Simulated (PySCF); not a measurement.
# C2H2IN3: NMR shieldings, spin-spin couplings, relativistic core levels, part 2 of 2

PySCF 2.14.0. Atoms count from 0.

## (7) NMR shieldings: PBE0/pcJ-1 I:dyall-v2z, non-relativistic

The job: settings as JSON, then the geometry in Å.

```
{"job": {"kind": "hnmr", "xc": "PBE0", "basis": {"default": "pcJ-1", "I": "dyall-v2z"}, "rel": "nr"}, "charge": 0, "multiplicity": 1}
I      2.147494    -0.321946    -1.989836
C      0.671834    -0.210390    -0.542393
N      0.417253    -1.088683     0.393635
C     -0.627599    -0.524883     1.050798
N     -1.022786     0.639571     0.573308
N     -0.183136     0.829227    -0.447028
H     -1.111778    -0.988326     1.909541
H     -0.236807     1.660795    -1.023499
```

With the program's defaults for keys left out, this is: PBE0/pcJ-1 I:dyall-v2z GIAO NMR shielding, non-relativistic, Gaussian nuclei, gas phase.

Log:

```text
non-relativistic SCF
coarse grid: 38696 points
cycle   1  E = -7161.2638730783  dE = -2.438e+02  |g| = 8.527e+00  |ddm| = 3.752e+00
cycle   2  E = -7161.2855460615  dE = -2.167e-02  |g| = 2.441e+00  |ddm| = 1.450e+00
cycle   3  E = -7161.2616981043  dE =  2.385e-02  |g| = 1.351e+00  |ddm| = 1.662e+00
cycle   4  E = -7161.4589791951  dE = -1.973e-01  |g| = 5.911e-01  |ddm| = 1.193e+00
cycle   5  E = -7161.5313901661  dE = -7.241e-02  |g| = 9.022e-02  |ddm| = 4.490e-01
cycle   6  E = -7161.5323105280  dE = -9.204e-04  |g| = 4.474e-02  |ddm| = 9.632e-02
cycle   7  E = -7161.5327149409  dE = -4.044e-04  |g| = 1.245e-02  |ddm| = 3.682e-02
cycle   8  E = -7161.5327384718  dE = -2.353e-05  |g| = 4.672e-03  |ddm| = 1.312e-02
cycle   9  E = -7161.5327438764  dE = -5.405e-06  |g| = 6.129e-04  |ddm| = 4.559e-03
final grid: 80184 points
cycle  10  E = -7161.5329191506  dE = -4.556e-09  |g| = 8.186e-04  |ddm| = 1.404e-03
cycle  11  E = -7161.5329190423  dE =  1.084e-07  |g| = 1.074e-03  |ddm| = 1.263e-03
cycle  12  E = -7161.5329192565  dE = -2.143e-07  |g| = 1.143e-04  |ddm| = 7.101e-04
cycle  13  E = -7161.5329192575  dE = -9.350e-10  |g| = 9.397e-05  |ddm| = 1.589e-04
converged SCF energy = -7161.5329192575
check of the scalar solution
cycle   1  E = -7161.5329192574  dE = -7.162e+03  |FDS-SDF| = 9.397e-05
cycle   2  E = -7161.5329192557  dE =  1.648e-09  |FDS-SDF| = 1.324e-04
cycle   3  E = -7161.5329192593  dE = -3.557e-09  |FDS-SDF| = 1.251e-05
converged, E = -7161.5329192593

Field gradients (au) and densities at the nuclei (bohr^-3)
atom        Vxx        Vyy        Vzz        centre      nuclear mean
  0 I     -5.5044    -5.8719    11.3764     104143.642     103767.385
  1 C     -0.0187    -0.1376     0.1562        125.310        125.307
  2 N      0.4440     0.4646    -0.9087        203.495        203.489
  3 C      0.0347     0.1507    -0.1854        125.344        125.341
  4 N      0.1919     0.8168    -1.0087        203.645        203.639
  5 N      0.2208     0.4985    -0.7193        202.970        202.964
  6 H     -0.1374    -0.1611     0.2985          0.471          0.471
  7 H     -0.1563    -0.2175     0.3738          0.459          0.459

Core orbital energies (eV)
atom   shell        mean    spread
  0 I  1s       -31742.554   0.000
  0 I  2s        -4807.036   0.000
  0 I  3s         -978.491   0.000
  0 I  4s         -174.859   0.000
  0 I  5s          -19.138   0.000
  0 I  2p        -4514.795   0.059
  0 I  3p         -855.155   0.169
  0 I  4p         -131.117   0.429
  0 I  3d         -626.634   0.158
  0 I  4d          -56.227   0.516

Shielding tensors (ppm)
atom      isotropic    diamagn.    paramagn.     s11        s22        s33       span
  0 I      3594.28     5502.91    -1908.63    2487.34    2968.58    5326.91    2839.57
  1 C        43.01      253.36     -210.35     -27.95      74.56      82.42     110.37
  2 N       -40.43      328.66     -369.09    -205.54    -126.59     210.84     416.38
  3 C        25.88      254.93     -229.05     -56.53      27.99     106.17     162.70
  4 N       -79.06      324.64     -403.70    -309.36     -99.12     171.31     480.67
  5 N        25.87      327.91     -302.04    -106.42      86.20      97.83     204.24
  6 H        23.41       28.67       -5.26      20.25      24.33      25.66       5.41
  7 H        21.82       31.32       -9.50      15.68      22.23      27.56      11.89
```

It took 59 s on 1 thread of Arm Neoverse V2, shared host; peak memory 1.3 GiB.

## (8) Spin-spin couplings: PBE0/pcJ-1 I:dyall-v2z, non-relativistic

Settings changed since step 7:

```diff
@@ -1,2 +1,2 @@
-{"job": {"kind": "hnmr", "xc": "PBE0", "basis": {"default": "pcJ-1", "I": "dyall-v2z"}, "rel": "nr"}, "charge": 0, "multiplicity": 1}
+{"job": {"kind": "hj", "xc": "PBE0", "basis": {"default": "pcJ-1", "I": "dyall-v2z"}, "rel": "nr", "atoms": [0]}, "charge": 0, "multiplicity": 1}
 I      2.147494    -0.321946    -1.989836
```

Method: PBE0/pcJ-1 I:dyall-v2z indirect spin-spin coupling, non-relativistic, Gaussian nuclei, gas phase.

Log:

```text
non-relativistic SCF
coarse grid: 38696 points
cycle   1  E = -7161.2638730783  dE = -2.438e+02  |g| = 8.527e+00  |ddm| = 3.752e+00
cycle   2  E = -7161.2855460615  dE = -2.167e-02  |g| = 2.441e+00  |ddm| = 1.450e+00
cycle   3  E = -7161.2616981043  dE =  2.385e-02  |g| = 1.351e+00  |ddm| = 1.662e+00
cycle   4  E = -7161.4589791951  dE = -1.973e-01  |g| = 5.911e-01  |ddm| = 1.193e+00
cycle   5  E = -7161.5313901661  dE = -7.241e-02  |g| = 9.022e-02  |ddm| = 4.490e-01
cycle   6  E = -7161.5323105280  dE = -9.204e-04  |g| = 4.474e-02  |ddm| = 9.632e-02
cycle   7  E = -7161.5327149409  dE = -4.044e-04  |g| = 1.245e-02  |ddm| = 3.682e-02
cycle   8  E = -7161.5327384718  dE = -2.353e-05  |g| = 4.672e-03  |ddm| = 1.312e-02
cycle   9  E = -7161.5327438764  dE = -5.405e-06  |g| = 6.129e-04  |ddm| = 4.559e-03
final grid: 80184 points
cycle  10  E = -7161.5329191506  dE = -4.556e-09  |g| = 8.186e-04  |ddm| = 1.404e-03
cycle  11  E = -7161.5329190423  dE =  1.084e-07  |g| = 1.074e-03  |ddm| = 1.263e-03
cycle  12  E = -7161.5329192565  dE = -2.143e-07  |g| = 1.143e-04  |ddm| = 7.101e-04
cycle  13  E = -7161.5329192575  dE = -9.350e-10  |g| = 9.397e-05  |ddm| = 1.589e-04
converged SCF energy = -7161.5329192575
two-component SCF
cycle   1  E = -7161.5329192573  dE = -7.162e+03  |FDS-SDF| = 9.397e-05
cycle   2  E = -7161.5329192557  dE =  1.607e-09  |FDS-SDF| = 1.324e-04
cycle   3  E = -7161.5329192591  dE = -3.392e-09  |FDS-SDF| = 1.251e-05
converged, E = -7161.5329192591

Indirect spin-spin couplings
  i        j     bonds      J/Hz   K/1e19 T2/J   anisotropy/Hz
  0 127I    1  13C    1     -227.07     -373.09       349.3
  0 127I    2  15N    2       -7.59       30.94       -52.1
  0 127I    3  13C    3       -0.89       -1.47        43.6
  0 127I    4  15N    3        7.67      -31.27        18.6
  0 127I    5  15N    2        7.39      -30.12       -49.9
  0 127I    6   1H    4       -0.93       -0.39         4.3
  0 127I    7   1H    3       -2.81       -1.16        -6.1
```

Run time: 2 min. Hardware: 1 thread of Arm Neoverse V2, shared host; peak memory 1.1 GiB.

## (9) Shieldings side by side

| run | I0 | C1 | N4 | C3 | N5 | N2 | H6 | time |
| --- | --- | --- | --- | --- | --- | --- | --- | --- |
| step 3, PBE0/pcJ-1 I:dyall-v2z, spin–orbit | 4848.3 | 92.7 | -77.0 | 27.4 | 27.0 | -39.9 | 23.5 | 3.5 min |
| step 6, PBE0/pcJ-1 I:dyall-v2z, spin-free | 3493.9 | 39.7 | -78.7 | 26.1 | 26.9 | -39.4 | 23.4 | 63 s |
| step 7, PBE0/pcJ-1 I:dyall-v2z, non-relativistic | 3594.3 | 43.0 | -79.1 | 25.9 | 25.9 | -40.4 | 23.4 | 59 s |

## (10) Outcome

The summary covers parts 1 to 2.

| quantity | value |
| --- | --- |
| point group | Cs |
| rotational constants (main isotopes) | 10.03, 1.01, 0.92 GHz |
| energy from spin-orbit coupling (step 3, PBE0/pcJ-1 I:dyall-v2z, spin–orbit) | -1.2352 Eh |
| shieldings (step 3, PBE0/pcJ-1 I:dyall-v2z, spin–orbit) | I0 4848.3, C1 92.7, N2 -39.9, C3 27.4, N4 -77.0, N5 27.0 ppm |
| energy from spin-orbit coupling (step 4, PBE0/pcJ-1 I:dyall-v2z, spin–orbit) | -1.2352 Eh |
| largest reduced coupling (step 4, PBE0/pcJ-1 I:dyall-v2z, spin–orbit) | I0–C1: J = -288.7 Hz, K = -474·10¹⁹ T²/J |
| I0 3d5/2 binding energy (step 5, PBE0/pcJ-1 I:dyall-v2z, spin–orbit) | 624.7 eV, 3d3/2 636.5 eV |
| energy from spin-orbit coupling (step 5, PBE0/pcJ-1 I:dyall-v2z, spin–orbit) | -1.2352 Eh |
| shieldings (step 6, PBE0/pcJ-1 I:dyall-v2z, spin-free) | I0 3493.9, C1 39.7, N2 -39.4, C3 26.1, N4 -78.7, N5 26.9 ppm |
| shieldings (step 7, PBE0/pcJ-1 I:dyall-v2z, non-relativistic) | I0 3594.3, C1 43.0, N2 -40.4, C3 25.9, N4 -79.1, N5 25.9 ppm |
| largest reduced coupling (step 8, PBE0/pcJ-1 I:dyall-v2z, non-relativistic) | I0–C1: J = -227.1 Hz, K = -373·10¹⁹ T²/J |

The optimisation took 8 steps and gained 0.109 eV; among the close pairs (by a distance rule), N2–C3 changed most, from 1.305 to 1.357 Å. No frequency check was run at this level, so the end point may be a saddle. In step 3, I0 has the widest tensor, 2411 ppm. Couplings to heavy atoms from non-relativistic runs lack large relativistic terms. I0 moves most between the runs, by 1354 ppm; the labels say what changes from run to run.
